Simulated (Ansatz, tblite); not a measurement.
# [closo-1,2-(Cl)2B6H4]2- (B6H4Cl2 (-2)): one state, many levels

Aim: run the singlet of [closo-1,2-(Cl)2B6H4]2- (B6H4Cl2 (-2)) at one geometry on many levels, and compare frontier levels, spin and run time.

Program: Ansatz 0.2.0, Gaussian basis. Level of theory: as each input shows. These are calculated values, not measurements.

Plan: GFN1-xTB, GFN2-xTB, PBE-D4/def2-TZVPD, r2SCAN-D4/def2-TZVPD, LDA/def2-TZVPD, HF/def2-TZVPD, B3LYP-D4/def2-TZVPD, PBE+10HF/def2-SVPD, PBE+15HF/def2-SVPD, PBE+40HF/def2-SVPD, PBE-D4/def2-SVPD, PBE0-D4/def2-SVPD, HF/STO-3G, HF/6-31G, B3LYP-D4/6-31G, CCSD(T)/def2-SVPD, MP2/def2-TZVPD, RPA/def2-TZVPD.

2 further runs of the same task are left out: 2 set aside as unsound or not needed.

### Step 1. The relaxed structure

The geometry is that of the singlet, from an earlier relaxation (PBE-D4/def2-SVPD).

12 atoms, charge -2, spin multiplicity 1.

Bond lengths: B1–B2 1.737 Å, B1–B3 1.714 Å, B1–B5 1.721 Å, B1–B6 1.737 Å, B1–Cl7 1.887 Å, B2–B3 1.737 Å, B2–B4 1.750 Å, B2–B5 1.750 Å, B2–H8 1.223 Å, B3–B4 1.721 Å, B3–B6 1.737 Å, B3–Cl9 1.887 Å, B4–B5 1.740 Å, B4–B6 1.750 Å, B4–H10 1.224 Å, B5–B6 1.750 Å, B5–H11 1.224 Å, B6–H12 1.223 Å. Angles: B2–B1–B3 60.4°, B2–B1–B5 60.8°, B2–B1–B6 91.7°, B2–B1–Cl7 134.1°, B3–B1–B5 90.4°, B3–B1–B6 60.4°, B3–B1–Cl7 134.4°, B5–B1–B6 60.8°, B5–B1–Cl7 135.2°, B6–B1–Cl7 134.1°, B1–B2–B3 59.1°, B1–B2–B4 88.7°, B1–B2–B5 59.1°, B1–B2–H8 135.2°, B3–B2–B4 59.1°, B3–B2–B5 88.7°, B3–B2–H8 135.2°, B4–B2–B5 59.6° and more.

Geometry (Å):

```tsv
atom	x (Å)	y (Å)	z (Å)
B1	0.2949	0.9014	-0.6583
B2	-1.1888	0.3764	0.0775
B3	0.2744	0.4937	1.0068
B4	-0.3593	-1.0618	0.6317
B5	-0.3385	-0.6480	-1.0587
B6	1.1293	-0.5219	-0.1140
Cl7	0.8071	2.4313	-1.6362
H8	-2.3182	0.8357	0.1761
Cl9	0.7551	1.3963	2.5923
H10	-0.6859	-2.0439	1.2853
H11	-0.6443	-1.2153	-2.0994
H12	2.2741	-0.9438	-0.2031
```

The ion is computed in the gas phase, without counter-ions or solvent.

PBE0-D4/def2-TZVPD was run before; its log isn't repeated, and its numbers join the tables.

### Step 2. GFN1-xTB

Tight binding, by tblite at 300 K electronic temperature and without a spin-polarisation term:

```python
tblite.interface.Calculator('GFN1-xTB', numbers, positions, charge=-2, uhf=0).singlepoint()
```

Energy -530.5033 eV, HOMO -0.98 eV, LUMO 4.50 eV; 0.022 s.

### Step 3. GFN2-xTB

Tight binding, by tblite at 300 K electronic temperature and without a spin-polarisation term:

```python
tblite.interface.Calculator('GFN2-xTB', numbers, positions, charge=-2, uhf=0).singlepoint()
```

Energy -511.8207 eV, HOMO 0.97 eV, LUMO 7.01 eV; 0.024 s.

### Step 4. PBE-D4/def2-TZVPD

start.molden holds the orbitals of an earlier run on this state, given as this run's starting guess.

File in.yaml:

```yaml
crystal:
  periodic: [false, false, false]
  atoms:
    - {symbol: B, position_ang: [0.294915, 0.901370, -0.658321]}
    - {symbol: B, position_ang: [-1.188752, 0.376368, 0.077462]}
    - {symbol: B, position_ang: [0.274443, 0.493677, 1.006845]}
    - {symbol: B, position_ang: [-0.359282, -1.061767, 0.631710]}
    - {symbol: B, position_ang: [-0.338546, -0.648048, -1.058716]}
    - {symbol: B, position_ang: [1.129330, -0.521909, -0.113961]}
    - {symbol: Cl, position_ang: [0.807064, 2.431309, -1.636184]}
    - {symbol: H, position_ang: [-2.318186, 0.835704, 0.176096]}
    - {symbol: Cl, position_ang: [0.755141, 1.396277, 2.592260]}
    - {symbol: H, position_ang: [-0.685897, -2.043881, 1.285319]}
    - {symbol: H, position_ang: [-0.644318, -1.215329, -2.099431]}
    - {symbol: H, position_ang: [2.274087, -0.943761, -0.203078]}
basis:
  gaussian: {orbitals: def2-TZVPD, initial_orbitals: start.molden}
total_charge: -2
hamiltonian: {xc: pbe, dispersion: d4}
scf: {omitted_lower_state_checks: [starts]}
output: {orbitals: {seedname: orbitals}}
```

Command:

```
ansatz run in.yaml --threads 4 --pin off --events-out ev --progress --plain --max-ram 4787MiB
```

After this run come: r2SCAN-D4/def2-TZVPD; LDA/def2-TZVPD; HF/def2-TZVPD; B3LYP-D4/def2-TZVPD; PBE+10HF/def2-SVPD; PBE+15HF/def2-SVPD; PBE+40HF/def2-SVPD; PBE-D4/def2-SVPD; PBE0-D4/def2-SVPD; HF/STO-3G; HF/6-31G; B3LYP-D4/6-31G; CCSD(T)/def2-SVPD; MP2/def2-TZVPD; RPA/def2-TZVPD.

**Question.** What will the summary of the whole plan be? Wanted: gap in def2-TZVPD, named functionals and Hartree-Fock, smallest and largest; gap over the share of exact exchange; correlation energy, CCSD(T)/def2-SVPD; correlation energy, MP2/def2-TZVPD; PBE0 total energy, smallest basis above largest.

The runs gave:

| quantity | value |
| --- | --- |
| gap in def2-TZVPD, named functionals and Hartree-Fock, smallest and largest | 2.14 eV (PBE-D4), 6.24 eV (HF) |
| gap over the share of exact exchange | 2.76 eV at 0, 5.05 eV at 0.4 |
| correlation energy, CCSD(T)/def2-SVPD | -27.09 eV |
| correlation energy, MP2/def2-TZVPD | -29.26 eV |
| PBE0 total energy, smallest basis above largest | 11.95 eV (def2-SVPD, def2-TZVPD) |

What this shows: Over the named functionals and Hartree-Fock in def2-TZVPD the gap runs from 2.14 eV (PBE-D4) to 6.24 eV (HF); exact exchange widens it. Raising the share of exact exchange from 0 to 0.4 moves the HOMO by -1.56 eV and the LUMO by +0.72 eV. HF, LDA, PBE-D4, r2SCAN-D4, B3LYP-D4 put the HOMO above zero: the outermost electron is held by the basis alone.
